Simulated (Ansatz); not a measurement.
# AlBClFH₅NSi: a ladder of functionals and wavefunction methods

The task here is to estimate one member of a computed series from the others.

Method: functionals in def2-TZVPP, the program's frozen cores in correlated methods; program: Ansatz 0.2.0, Gaussian basis.

Levels to be run: LDA (SPW92), PBE-D4, revPBE-D4, BLYP-D4, r2SCAN-D4, B97M-V, PBE0-D4, B3LYP-D4, r2SCANh-D4, r2SCAN0-D4, HSE06-D4, BHLYP-D4, CAM-B3LYP-D4, LC-ωPBE, ωB97X-V, ωB97M-V, B2PLYP, PBE-QIDH; CCSD(T)/def2-SVP; CCSD(T)/def2-TZVPP; MP2/def2-QZVPP; extrapolation to the limit; RPA on PBE.

**Structure used throughout**

All runs share one geometry, relaxed beforehand with PBE0-D4 in a triple-zeta def2 set.

SMILES `B[NH][AlH][SiH](F)Cl`, 11 atoms, charge 0, spin multiplicity 1.

Atoms are counted from 1 here; the program's logs count them from 0.

Bond lengths: B1–N2 1.405 Å, B1–H7 1.199 Å, B1–H8 1.202 Å, N2–Al3 1.799 Å, N2–H9 1.011 Å, Al3–Si4 2.464 Å, Al3–H10 1.585 Å, Si4–F5 1.601 Å, Si4–Cl6 2.062 Å, Si4–H11 1.486 Å. Angles: N2–B1–H7 121.1°, N2–B1–H8 118.4°, H7–B1–H8 120.5°, B1–N2–Al3 122.8°, B1–N2–H9 116.4°, Al3–N2–H9 120.9°, N2–Al3–Si4 117.2°, N2–Al3–H10 118.6°, Si4–Al3–H10 124.1°, Al3–Si4–F5 112.7°, Al3–Si4–Cl6 107.7°, Al3–Si4–H11 116.6°, F5–Si4–Cl6 107.9°, F5–Si4–H11 105.9°, Cl6–Si4–H11 105.6°.

Set-up of the first run:

in.yaml

```yaml
crystal:
  periodic: [false, false, false]
  atoms:
    - {symbol: B, position_ang: [0.034793, -0.672149, -1.844111]}
    - {symbol: N, position_ang: [0.144915, -1.514526, -0.725127]}
    - {symbol: Al, position_ang: [0.175567, -0.892247, 0.962177]}
    - {symbol: Si, position_ang: [-0.007321, 1.545671, 1.268981]}
    - {symbol: F, position_ang: [1.015519, 2.362006, 0.347172]}
    - {symbol: Cl, position_ang: [-1.920853, 2.101788, 0.739637]}
    - {symbol: H, position_ang: [0.002383, -1.120462, -2.955276]}
    - {symbol: H, position_ang: [-0.026525, 0.513958, -1.662435]}
    - {symbol: H, position_ang: [0.191370, -2.507241, -0.912946]}
    - {symbol: H, position_ang: [0.264961, -1.934052, 2.153103]}
    - {symbol: H, position_ang: [0.190492, 2.060256, 2.649324]}
basis:
  gaussian: {orbitals: def2-TZVPP}
hamiltonian: {xc: lda}
output: {orbitals: {seedname: orbitals}}
```

Run with:

```bash
$ ansatz run in.yaml --threads 4 --pin off --events-out ev --progress --plain --max-ram 10444MiB
```

Among the steps run: LDA; PBE-D4 (GGA); revPBE-D4 (GGA); BLYP-D4 (GGA); r2SCAN-D4 (meta-GGA); B97M-V (meta-GGA); PBE0-D4 (hybrid); B3LYP-D4 (hybrid); r2SCANh-D4 (hybrid); r2SCAN0-D4 (hybrid); HSE06-D4 (hybrid); BHLYP-D4 (hybrid); CAM-B3LYP-D4 (range-separated); LC-ωPBE (range-separated); ωB97X-V (range-separated); ωB97M-V (range-separated); B2PLYP (double hybrid); PBE-QIDH (double hybrid).

One table of the session follows, with a row left open; its other results are not shown here.

It belongs to the step «Orbital energies across the functionals». 

| functional | HOMO (eV) | LUMO (eV) | gap (eV) |
| --- | --- | --- | --- |
| LDA (SPW92) | -6.73 | -3.09 | 3.64 |
| PBE-D4 | -6.64 | -2.84 | 3.80 |
| revPBE-D4 | -6.60 | -2.73 | 3.87 |
| BLYP-D4 | -6.52 | -2.68 | 3.84 |
| r2SCAN-D4 | -6.90 | -2.60 | 4.30 |
| B97M-V | -6.97 | -2.78 | 4.18 |
| PBE0-D4 | -7.82 | -2.07 | 5.75 |
| B3LYP-D4 | -7.62 | -2.24 | 5.38 |
| r2SCANh-D4 | -7.33 | -2.33 | 5.00 |
| r2SCAN0-D4 | ? | ? | ? |
| HSE06-D4 | -7.42 | -2.44 | 4.98 |
| BHLYP-D4 | -8.91 | -1.23 | 7.68 |
| CAM-B3LYP-D4 | -9.11 | -1.08 | 8.03 |
| LC-ωPBE | -10.40 | -0.02 | 10.39 |
| ωB97X-V | -10.08 | -0.13 | 9.96 |
| ωB97M-V | -9.83 | -0.39 | 9.44 |

**Question.** Estimate the row for r2SCAN0-D4.

Worked estimate for «HOMO (eV)». Against the share of exact exchange, r2SCAN-D4 (0, -6.90), r2SCANh-D4 (0.1, -7.33) give a slope of -4.30 per unit share; at 0.25 the line stands at -7.97.

**Answer.** HOMO (eV): -7.98; LUMO (eV): -1.94; gap (eV): 6.05. In «HOMO (eV)» the line misses by +0.01.
